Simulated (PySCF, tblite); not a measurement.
# C5H13GeN: geometry, infrared bands, NMR shifts and electronic excitations

Aim: predict the infrared bands, NMR shifts and electronic excitations of C5H13GeN (`C[C@H]1CC[N]([GeH3])C1`).

Computed with tblite 0.8.0 and PySCF 2.14.0, with density-fitted response routines of our own, on a single molecule in the gas phase. Atoms are numbered from 0 throughout.

## 1. The molecule as given

20 atoms, charge 0, multiplicity 1; geometry from: force field or distance geometry start.

Bonds of the start (Å): C0–C1 1.47, C1–C2 1.53, C2–C3 1.51, C3–N4 1.44, N4–Ge5 1.87, N4–C6 1.47, C6–C1 1.51, C0–H7 1.10, C0–H8 1.12, C0–H9 1.12, C1–H10 1.12, C2–H11 1.10, C2–H12 1.10, C3–H13 1.10, C3–H14 1.13, Ge5–H15 1.55, Ge5–H16 1.56, Ge5–H17 1.56, C6–H18 1.10, C6–H19 1.10.

## 2. Relaxing the molecule with GFN2-xTB

Job settings and geometry (Å):

```
{"job": {"kind": "relax", "xc": "GFN2-xTB", "basis": "xTB"}, "charge": 0, "multiplicity": 1}
C     -1.868600     1.335100    -0.281400
C     -0.761200     0.424800     0.023400
C     -1.145500    -1.053000     0.130000
C      0.253200    -1.562800     0.392900
N      1.108400    -0.789300    -0.472700
Ge     2.408400     0.151200     0.485700
C      0.266500     0.258900    -1.070000
H     -1.965200     1.625100    -1.339300
H     -1.684400     2.284700     0.283400
H     -2.869900     0.965600     0.059300
H     -0.223500     0.638100     0.982600
H     -1.864400    -1.261300     0.932300
H     -1.435100    -1.454500    -0.849100
H      0.346700    -2.652900     0.246500
H      0.466400    -1.244200     1.455500
H      3.782100    -0.547100     0.371500
H      1.996700     0.310100     1.984400
H      2.478600     1.588600    -0.108500
H     -0.158400    -0.174000    -1.984300
H      0.864000     1.167600    -1.245600
```

The run is started by

```sh
> OMP_NUM_THREADS=1 python probes_run.py task.json out
```

This one command runs all jobs of the session in turn.

Output:

```text
step      E/eV     max force
  0    -602.78752    2.952
  1    -603.00278    0.919
  2    -603.11211    0.785
  3    -603.19941    0.673
  4    -603.25359    0.522
  5    -603.28795    0.358
  6    -603.32005    0.431
  7    -603.35533    0.570
  8    -603.38669    0.423
  9    -603.41165    0.377
 10    -603.43636    0.424
 11    -603.46714    0.572
 12    -603.50233    0.499
 13    -603.53083    0.350
 14    -603.54883    0.314
 15    -603.56390    0.312
 16    -603.58118    0.316
 17    -603.60004    0.302
 18    -603.61871    0.358
 19    -603.63616    0.320
 20    -603.65474    0.317
 21    -603.67621    0.355
 22    -603.69648    0.364
 23    -603.71316    0.267
 24    -603.72853    0.262
 25    -603.74193    0.271
 26    -603.75486    0.289
 27    -603.76688    0.238
 28    -603.77196    0.414
 29    -603.78224    0.207
 30    -603.78908    0.170
 31    -603.80289    0.166
 32    -603.80865    0.156
 33    -603.81479    0.174
 34    -603.81953    0.198
 35    -603.82634    0.219
 36    -603.83312    0.159
 37    -603.83866    0.149
 38    -603.84206    0.173
 39    -603.84481    0.203
 40    -603.84757    0.173
 41    -603.85137    0.085
 42    -603.85304    0.097
 43    -603.85508    0.100
 44    -603.85682    0.097
 45    -603.85881    0.087
 46    -603.86045    0.081
 47    -603.86175    0.103
 48    -603.86281    0.087
 49    -603.86388    0.096
 50    -603.86517    0.092
 51    -603.86669    0.087
 52    -603.86814    0.078
 53    -603.86950    0.091
 54    -603.87103    0.102
 55    -603.87203    0.088
 56    -603.87311    0.078
 57    -603.87381    0.069
 58    -603.87509    0.076
 59    -603.87584    0.081
 60    -603.87697    0.066
 61    -603.87771    0.066
 62    -603.87857    0.065
 63    -603.87941    0.060
 64    -603.88027    0.056
 65    -603.88100    0.067
 66    -603.88149    0.077
 67    -603.88235    0.062
 68    -603.88332    0.069
 69    -603.88445    0.083
 70    -603.88547    0.091
 71    -603.88690    0.091
 72    -603.88817    0.072
 73    -603.88984    0.083
 74    -603.89121    0.076
 75    -603.89278    0.077
 76    -603.89435    0.082
 77    -603.89563    0.077
 78    -603.89662    0.071
 79    -603.89774    0.069
 80    -603.89900    0.082
 81    -603.90004    0.070
 82    -603.90079    0.055
 83    -603.90136    0.050
 84    -603.90192    0.059
 85    -603.90259    0.060
 86    -603.90314    0.058
 87    -603.90364    0.057
 88    -603.90423    0.077
 89    -603.90506    0.110
 90    -603.90599    0.103
 91    -603.90675    0.051
 92    -603.90727    0.047
 93    -603.90775    0.063
 94    -603.90830    0.087
 95    -603.90885    0.073
 96    -603.90928    0.049
 97    -603.90962    0.046
 98    -603.90999    0.064
 99    -603.91042    0.080
100    -603.91080    0.058
101    -603.91104    0.031
102    -603.91122    0.028
103    -603.91139    0.035
104    -603.91155    0.031
105    -603.91167    0.022
106    -603.91173    0.016
107    -603.91178    0.021
108    -603.91182    0.020
109    -603.91187    0.015
110    -603.91191    0.015
111    -603.91194    0.011
112    -603.91195    0.009
```

It took 1.3 s on 1 thread of Arm Neoverse N1, shared host; peak memory 0.18 GiB.

The steps of the relaxation: (not every step is listed)

```csv
step,energy from step 0 (eV),largest force (eV/Å)
0,0.0000,2.9519
1,-0.2153,0.9188
2,-0.3246,0.7847
3,-0.4119,0.6732
4,-0.4661,0.5220
5,-0.5004,0.3583
6,-0.5325,0.4311
7,-0.5678,0.5695
8,-0.5992,0.4227
17,-0.8125,0.3017
26,-0.9673,0.2893
35,-1.0388,0.2192
44,-1.0693,0.0970
53,-1.0820,0.0906
62,-1.0910,0.0652
71,-1.0994,0.0909
80,-1.1115,0.0825
89,-1.1175,0.1100
98,-1.1225,0.0635
107,-1.1243,0.0206
108,-1.1243,0.0195
109,-1.1244,0.0154
110,-1.1244,0.0149
111,-1.1244,0.0109
112,-1.1244,0.0086
```

Close pairs (by a distance rule), those that changed most:

| bond | before (Å) | after (Å) | change (Å) |
| --- | --- | --- | --- |
| Ge5–H17 | 1.557 | 1.493 | -0.064 |
| C0–C1 | 1.466 | 1.522 | +0.056 |
| Ge5–H15 | 1.545 | 1.494 | -0.051 |
| Ge5–H16 | 1.562 | 1.513 | -0.049 |
| N4–Ge5 | 1.869 | 1.824 | -0.045 |
| C3–H14 | 1.130 | 1.091 | -0.039 |
| C0–H9 | 1.120 | 1.088 | -0.032 |
| C0–H8 | 1.120 | 1.088 | -0.032 |

The final coordinates are the input of the step that follows.

## 3. Infrared spectrum with GFN2-xTB

Job settings and geometry (Å):

```
{"job": {"kind": "ir", "xc": "GFN2-xTB", "basis": "xTB"}, "charge": 0, "multiplicity": 1}
C     -2.179541     1.035751    -0.598205
C     -0.889862     0.607241     0.086439
C     -0.908047    -0.856861     0.575005
C      0.306507    -1.499688    -0.113715
N      1.215368    -0.405818    -0.406606
Ge     2.535877    -0.012238     0.788758
C      0.326539     0.647008    -0.858093
H     -2.406561     0.374275    -1.432075
H     -2.085861     2.050813    -0.979518
H     -3.011520     1.007503     0.102240
H     -0.698490     1.274281     0.933892
H     -0.798002    -0.904514     1.659186
H     -1.833286    -1.362440     0.302416
H     -0.000632    -1.958993    -1.061376
H      0.792189    -2.261568     0.497233
H      3.356128    -1.257305     0.885100
H      2.131246     0.396247     2.188718
H      3.308203     1.107449     0.172669
H      0.003461     0.415868    -1.881011
H      0.831136     1.613668    -0.864093
```

Output:

```text
mode    cm-1     km/mol
  1      45.8      0.04
  2      85.0      0.43
  3     108.9      0.00
  4     203.5      0.07
  5     232.2      0.10
  6     288.0      1.39
  7     346.1      0.47
  8     434.8      8.17
  9     451.4     32.81
 10     532.9     91.26
 11     566.2     86.88
 12     609.8     24.86
 13     676.6     42.05
 14     770.1    334.47
 15     818.4    193.96
 16     837.3      3.97
 17     848.8    124.91
 18     890.3      3.65
 19     939.7      6.03
 20     957.0      1.05
 21     989.4     14.64
 22    1008.7     30.40
 23    1041.2     14.72
 24    1090.9      6.20
 25    1127.9      4.09
 26    1148.1      4.12
 27    1153.5     32.74
 28    1187.6      6.59
 29    1206.9      0.87
 30    1247.1     17.91
 31    1282.1      8.87
 32    1293.3      4.33
 33    1302.4      4.20
 34    1310.0     14.96
 35    1339.5      0.87
 36    1411.8      2.19
 37    1479.5      0.34
 38    1484.6      1.08
 39    1493.9      1.17
 40    1503.7      0.80
 41    1504.3      2.11
 42    1876.5    317.42
 43    2024.9    338.26
 44    2084.5    443.09
 45    2896.4     18.76
 46    2899.4     88.54
 47    2922.8     56.46
 48    2970.8     30.12
 49    2977.1     54.58
 50    2983.8     73.70
 51    3005.1     29.55
 52    3025.9     52.18
 53    3027.0     43.91
 54    3033.8     30.30
```

It took 1.1 s on 1 thread of Arm Neoverse N1, shared host; peak memory 0.18 GiB.

Which atoms move in the most intense modes:

| cm⁻¹ | km/mol | atoms |
| --- | --- | --- |
| 533 | 91.3 | H16 37 %, N4 28 % |
| 770 | 334.5 | H17 41 %, H15 41 %, H16 15 % |
| 818 | 194.0 | H17 45 %, H15 34 %, H16 19 % |
| 849 | 124.9 | H16 48 %, H15 31 %, H17 19 % |
| 1876 | 317.4 | H16 94 % |
| 2025 | 338.3 | H15 52 %, H17 42 % |
| 2084 | 443.1 | H17 54 %, H15 44 % |
| 2899 | 88.5 | H13 77 %, H18 14 % |

## 4. Relaxing the molecule at PBE0-D3(BJ)/def2-SVP

Same as in step 3 but for these lines:

```diff
@@ -1,2 +1,2 @@
-{"job": {"kind": "ir", "xc": "GFN2-xTB", "basis": "xTB"}, "charge": 0, "multiplicity": 1}
+{"job": {"xc": "PBE0", "basis": "def2-SVP", "d3": "d3bj", "grid": 1, "kind": "geom"}, "charge": 0, "multiplicity": 1}
 C     -2.179541     1.035751    -0.598205
```

Output:

```text
step   0  E = -2329.10488824  max force = 0.013642
step   1  E = -2329.10848610  max force = 0.004409
step   2  E = -2329.10877898  max force = 0.000615
step   3  E = -2329.10878637  max force = 0.000358
optimisation converged
```

Wall time 2 min (1 thread of Arm Neoverse N1, shared host); peak memory 0.77 GiB.

The steps of the relaxation:

```
step  energy from step 0 (eV)  largest force component (eV/Å)
   0                   0.0000                          0.7015
   1                  -0.0979                          0.2267
   2                  -0.1059                          0.0316
   3                  -0.1061                          0.0184
```

Distances of close pairs at the start and the end, largest changes first:

```
   bond  before (Å)  after (Å)  change (Å)
Ge5–H17       1.493      1.538      +0.044
Ge5–H15       1.494      1.538      +0.044
Ge5–H16       1.513      1.554      +0.040
 N4–Ge5       1.824      1.839      +0.015
  C0–H7       1.088      1.103      +0.014
  C0–H8       1.088      1.102      +0.013
  C0–H9       1.088      1.101      +0.013
 C2–H12       1.089      1.101      +0.012
```

The next job starts from the end point, and lists it.

```csv
at the end point,value
point group (found at 0.08 Å tolerance),C1
"rotational constants (GHz, main isotopes)","4.114, 0.921, 0.850"
dipole moment (D),0.85
```

## 5. NMR shieldings: PBE0/pcSseg-1

Job settings and geometry (Å):

```
{"job": {"kind": "nmr", "xc": "PBE0", "basis": "pcSseg-1"}, "charge": 0, "multiplicity": 1}
C     -2.154704     0.795711    -0.361270
C     -0.871340     0.343221     0.313971
C     -0.881809    -1.126834     0.798464
C      0.348217    -1.765893     0.125236
N      1.246744    -0.668103    -0.189629
Ge     2.640674    -0.293541     0.950559
C      0.363936     0.400044    -0.613278
H     -2.395929     0.145588    -1.218727
H     -2.068403     1.826871    -0.739786
H     -3.010210     0.766976     0.330971
H     -0.680049     0.998464     1.180308
H     -0.797708    -1.176014     1.894685
H     -1.814190    -1.645226     0.524746
H      0.041564    -2.264009    -0.815134
H      0.838632    -2.534448     0.742729
H      3.486471    -1.572818     1.066404
H      2.191786     0.134067     2.375209
H      3.440543     0.856400     0.316233
H      0.038691     0.215639    -1.658057
H      0.866527     1.379964    -0.606784
```

With the program's defaults for keys left out, this is: GIAO PBE0/pcSseg-1 NMR shielding, non-relativistic, gas phase.

Output:

```text
coarse grid: 70576 points
cycle   1  E = -2329.2024850669  dE = -5.769e-02  |g| = 9.146e-01  |ddm| = 3.974e+00
cycle   2  E = -2329.1574095785  dE =  4.508e-02  |g| = 9.834e-01  |ddm| = 1.125e+00
cycle   3  E = -2329.2744065111  dE = -1.170e-01  |g| = 1.608e-01  |ddm| = 7.828e-01
cycle   4  E = -2329.2790996540  dE = -4.693e-03  |g| = 6.461e-02  |ddm| = 1.875e-01
cycle   5  E = -2329.2798824470  dE = -7.828e-04  |g| = 9.619e-03  |ddm| = 6.842e-02
cycle   6  E = -2329.2799019606  dE = -1.951e-05  |g| = 2.844e-03  |ddm| = 1.259e-02
cycle   7  E = -2329.2799036776  dE = -1.717e-06  |g| = 6.311e-04  |ddm| = 2.869e-03
final grid: 149912 points
cycle   8  E = -2329.2799016316  dE = -1.320e-07  |g| = 7.238e-04  |ddm| = 3.408e-03
cycle   9  E = -2329.2799015666  dE =  6.504e-08  |g| = 9.281e-04  |ddm| = 1.411e-03
cycle  10  E = -2329.2799017509  dE = -1.843e-07  |g| = 5.913e-05  |ddm| = 7.697e-04
cycle  11  E = -2329.2799017517  dE = -7.863e-10  |g| = 2.239e-05  |ddm| = 9.853e-05
converged SCF energy = -2329.2799017517

GIAO shielding tensors (ppm)
atom      isotropic    diamagn.    paramagn.     s11        s22        s33       span
  0 C      164.487     245.425     -80.938    152.326    157.438    183.698     31.373
  1 C      149.492     248.821     -99.329    120.075    163.195    165.207     45.132
  2 C      148.950     249.550    -100.600    114.276    158.968    173.604     59.328
  3 C      130.810     245.701    -114.890     94.863    126.846    170.721     75.858
  4 N      219.038     328.660    -109.622    159.802    235.581    261.731    101.929
  5 Ge    1458.548    2756.810   -1298.263   1333.638   1382.594   1659.411    325.773
  6 C      121.547     246.303    -124.756     85.189    121.140    158.312     73.123
  7 H       30.628      29.937       0.691     26.536     29.000     36.347      9.811
  8 H       30.316      29.097       1.219     25.160     28.014     37.773     12.613
  9 H       29.972      28.522       1.450     25.239     27.397     37.279     12.040
 10 H       29.321      33.093      -3.772     25.496     27.986     34.482      8.987
 11 H       29.344      31.369      -2.025     25.407     27.302     35.322      9.915
 12 H       30.317      31.415      -1.098     25.476     28.901     36.574     11.098
 13 H       28.389      30.063      -1.673     22.434     27.032     35.702     13.268
 14 H       28.401      30.589      -2.188     23.209     27.684     34.309     11.099
 15 H       26.828      28.287      -1.460     20.256     22.480     37.747     17.491
 16 H       26.336      28.938      -2.602     19.045     23.297     36.667     17.622
 17 H       26.845      28.608      -1.763     20.287     22.696     37.552     17.264
 18 H       28.946      31.724      -2.778     22.934     28.851     35.053     12.118
 19 H       28.269      32.435      -4.166     23.311     28.651     32.844      9.533
```

Run time: 63 s. Hardware: 1 thread of Arm Neoverse N1, shared host; peak memory 1.1 GiB.

Shifts follow as δ = σ(reference) − σ, with reference shieldings (ppm) from runs at the same level and on the same kind of geometry: ¹H TMS 31.27, ¹³C TMS 184.4, ¹⁵N NH3 265.7, ⁷³Ge GeMe4 1330. The references are single molecules in the gas phase, so shifts against H2O, NH3, PH3, H3PO4 or CFCl3 are not on the usual liquid scales and can be off by tens of ppm. Atoms listed in one row are averaged.

```csv
atoms,environment,σ (ppm),δ (ppm)
C6,sp3 CH2 bonded to N,121.5,62.9
C3,sp3 CH2 bonded to N,130.8,53.6
C2,sp3 CH2 in a ring,148.9,35.5
C1,sp3 CH in a ring,149.5,34.9
C0,methyl carbon,164.5,19.9
"H15, H16, H17",hydrogen on a germanium bonded to N,26.67,4.60
H19,hydrogen on an sp3 CH2 bonded to N,28.27,3.00
H13,hydrogen on an sp3 CH2 bonded to N,28.39,2.88
H14,hydrogen on an sp3 CH2 bonded to N,28.40,2.87
H18,hydrogen on an sp3 CH2 bonded to N,28.95,2.32
H10,hydrogen on an sp3 CH in a ring,29.32,1.95
H11,hydrogen on an sp3 CH2 in a ring,29.34,1.92
"H7, H8, H9",hydrogen on a methyl carbon,30.31,0.96
H12,hydrogen on an sp3 CH2 in a ring,30.32,0.95
N4,"nitrogen bonded to 2 C, Ge, in a 5-membered ring",219.0,46.6
Ge5,"germanium bonded to N, 3 H",1459,-128
```

The run also stored atomic charges by several schemes (e):

| atoms | Mulliken | IAO | Hirshfeld | ESP fit |
| --- | --- | --- | --- | --- |
| C0 | -0.22 | -0.41 | -0.12 | -0.63 |
| C1 | -0.38 | -0.12 | -0.03 | 0.39 |
| C2 | -0.18 | -0.28 | -0.08 | -0.23 |
| C3 | 0.00 | -0.15 | -0.03 | 0.01 |
| N4 | -0.81 | -0.48 | -0.19 | -0.47 |
| Ge5 | 0.41 | 0.58 | 0.34 | 0.28 |
| C6 | 0.07 | -0.15 | -0.03 | -0.02 |

Mayer bond orders: C0–C1 1.04, C1–C2 1.00, C2–C3 1.02, C3–N4 0.96, N4–Ge5 0.86, N4–C6 0.96, C6–C1 0.97.

Ring of atoms C1, C2, C3, N4, C6: NICS(0) -5.6, NICS(1) -3.8, NICS(1)zz -5.6 ppm (means of both faces).

(Part 1 of 2 ends here.)
